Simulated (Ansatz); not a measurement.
**Sr: energy and stress against strain**

Aim: for Sr, see how energy and stress answer to the strain pattern (0, 1, 0, 0, 0, 0).

The COD cell was measured well above room temperature, so it is larger than a cold one.

Computed with Ansatz 0.2.0 (DFT r2SCAN, scalar-relativistic, plane waves, PAW, unless a step's input says otherwise).

## 1. Starting point

It takes space group Im-3m (No. 229, cubic). The conventional cell has a = 4.850 Å, b = 4.850 Å, c = 4.850 Å, α = 90.00°, β = 90.00°, γ = 90.00°. Sr (site symmetry m-3m) is surrounded by 8 Sr at 4.20 Å.

Structure file:

```cif
data_structure
_symmetry_space_group_name_H-M 'P 1'
_symmetry_Int_Tables_number 1
_cell_length_a 4.2002
_cell_length_b 4.2002
_cell_length_c 4.2002
_cell_angle_alpha 109.471
_cell_angle_beta 109.471
_cell_angle_gamma 109.471
_cell_volume 57.04
loop_
_atom_site_label
_atom_site_type_symbol
_atom_site_fract_x
_atom_site_fract_y
_atom_site_fract_z
_atom_site_occupancy
Sr1 Sr 0.00000 0.00000 0.00000 1
```

The cell is taken as given, not relaxed at this level.

## 2. The reference: the undisturbed cell on the scan's mesh

input.yaml reads:

```yaml
crystal:
  lattice:
    - [-2.425, 2.425, 2.425]
    - [2.425, -2.425, 2.425]
    - [2.425, 2.425, -2.425]
  atoms:
    - { symbol: Sr, position: [0.0, 0.0, 0.0] }
basis:
  ecutwfc: 500
kpoints:
  mp_grid: { grid: [14, 14, 14] }
hamiltonian:
  xc: r2scan
scf:
  occupations: { method: gaussian, width: 0.15 }
output:
  forces: true
  stress: true
  eigenvalues: true
```

Started as:

```sh
ansatz run input.yaml --threads 1 --pin off --max-ram 2560MiB --backend cpu --events-out ev --progress --plain --runs-dir out
```

## 3. The scan: energy and stress against strain

The cell is strained by ε times the Voigt pattern (0, 1, 0, 0, 0, 0) (xx, yy, zz, yz, xz, xy; engineering shear), with fractional coordinates fixed (clamped ions). The stress on the pattern is the sum of the stress components weighted by it, tension positive.

## 4. Point ε = -0.1500

input.yaml, as its differences from that of step 2:

```diff
@@ -2,5 +2,5 @@
   lattice:
-    - [-2.425, 2.425, 2.425]
-    - [2.425, -2.425, 2.425]
-    - [2.425, 2.425, -2.425]
+    - [-2.425, 2.06125, 2.425]
+    - [2.425, -2.06125, 2.425]
+    - [2.425, 2.06125, -2.425]
   atoms:
@@ -19 +19,5 @@
   eigenvalues: true
+  write_density: true
+  write_potential: true
+  elf: true
+  volumetric_format: npy
```

## 5. Point ε = 0.1125

input.yaml, as its differences from that of step 4:

```diff
@@ -2,5 +2,5 @@
   lattice:
-    - [-2.425, 2.06125, 2.425]
-    - [2.425, -2.06125, 2.425]
-    - [2.425, 2.06125, -2.425]
+    - [-2.425, 2.6978125, 2.425]
+    - [2.425, -2.6978125, 2.425]
+    - [2.425, 2.6978125, -2.425]
   atoms:
```

## 6. ε = -0.0750

input.yaml reads:

```yaml
crystal:
  lattice:
    - [-2.425, 2.243125, 2.425]
    - [2.425, -2.243125, 2.425]
    - [2.425, 2.243125, -2.425]
  atoms:
    - { symbol: Sr, position: [0.0, 0.0, 0.0] }
basis:
  ecutwfc: 500
kpoints:
  mp_grid: { grid: [14, 14, 14] }
hamiltonian:
  xc: r2scan
scf:
  occupations: { method: gaussian, width: 0.15 }
output:
  forces: true
  stress: true
  eigenvalues: true
```

## 7. At ε = 0.0375

input.yaml, as its differences from that of step 6:

```diff
@@ -2,5 +2,5 @@
   lattice:
-    - [-2.425, 2.243125, 2.425]
-    - [2.425, -2.243125, 2.425]
-    - [2.425, 2.243125, -2.425]
+    - [-2.425, 2.5159375, 2.425]
+    - [2.425, -2.5159375, 2.425]
+    - [2.425, 2.5159375, -2.425]
   atoms:
```

## 8. At ε = 0.1500

input.yaml, as its differences from that of step 7:

```diff
@@ -2,5 +2,5 @@
   lattice:
-    - [-2.425, 2.5159375, 2.425]
-    - [2.425, -2.5159375, 2.425]
-    - [2.425, 2.5159375, -2.425]
+    - [-2.425, 2.78875, 2.425]
+    - [2.425, -2.78875, 2.425]
+    - [2.425, 2.78875, -2.425]
   atoms:
```

## 9. At ε = -0.1125

input.yaml, as its differences from that of step 8:

```diff
@@ -2,5 +2,5 @@
   lattice:
-    - [-2.425, 2.78875, 2.425]
-    - [2.425, -2.78875, 2.425]
-    - [2.425, 2.78875, -2.425]
+    - [-2.425, 2.1521875, 2.425]
+    - [2.425, -2.1521875, 2.425]
+    - [2.425, 2.1521875, -2.425]
   atoms:
```

## 10. Point ε = 0.0750

input.yaml, as its differences from that of step 9:

```diff
@@ -2,5 +2,5 @@
   lattice:
-    - [-2.425, 2.1521875, 2.425]
-    - [2.425, -2.1521875, 2.425]
-    - [2.425, 2.1521875, -2.425]
+    - [-2.425, 2.606875, 2.425]
+    - [2.425, -2.606875, 2.425]
+    - [2.425, 2.606875, -2.425]
   atoms:
```

## 11. At ε = -0.0375

input.yaml, as its differences from that of step 10:

```diff
@@ -2,5 +2,5 @@
   lattice:
-    - [-2.425, 2.606875, 2.425]
-    - [2.425, -2.606875, 2.425]
-    - [2.425, 2.606875, -2.425]
+    - [-2.425, 2.3340625, 2.425]
+    - [2.425, -2.3340625, 2.425]
+    - [2.425, 2.3340625, -2.425]
   atoms:
```

## 12. ε = 0.1312

input.yaml, as its differences from that of step 11:

```diff
@@ -2,5 +2,5 @@
   lattice:
-    - [-2.425, 2.3340625, 2.425]
-    - [2.425, -2.3340625, 2.425]
-    - [2.425, 2.3340625, -2.425]
+    - [-2.425, 2.74316, 2.425]
+    - [2.425, -2.74316, 2.425]
+    - [2.425, 2.74316, -2.425]
   atoms:
```

(Steps that only read results are left out.)

What does the calculation give? Wanted: slope of the stress at ε = 0, over ±0.0375.

As calculated:

| quantity | value |
| --- | --- |
| slope of the stress at ε = 0, over ±0.0375 | 10 GPa |

**Reading.** From the stress slope, C22 is about 10 GPa with the ions clamped. The step is wide, so higher orders mix in. The undisturbed cell stays the lowest of the sampled points. Compression costs more than tension: 63.2 against 41.3 meV/atom at the ends.
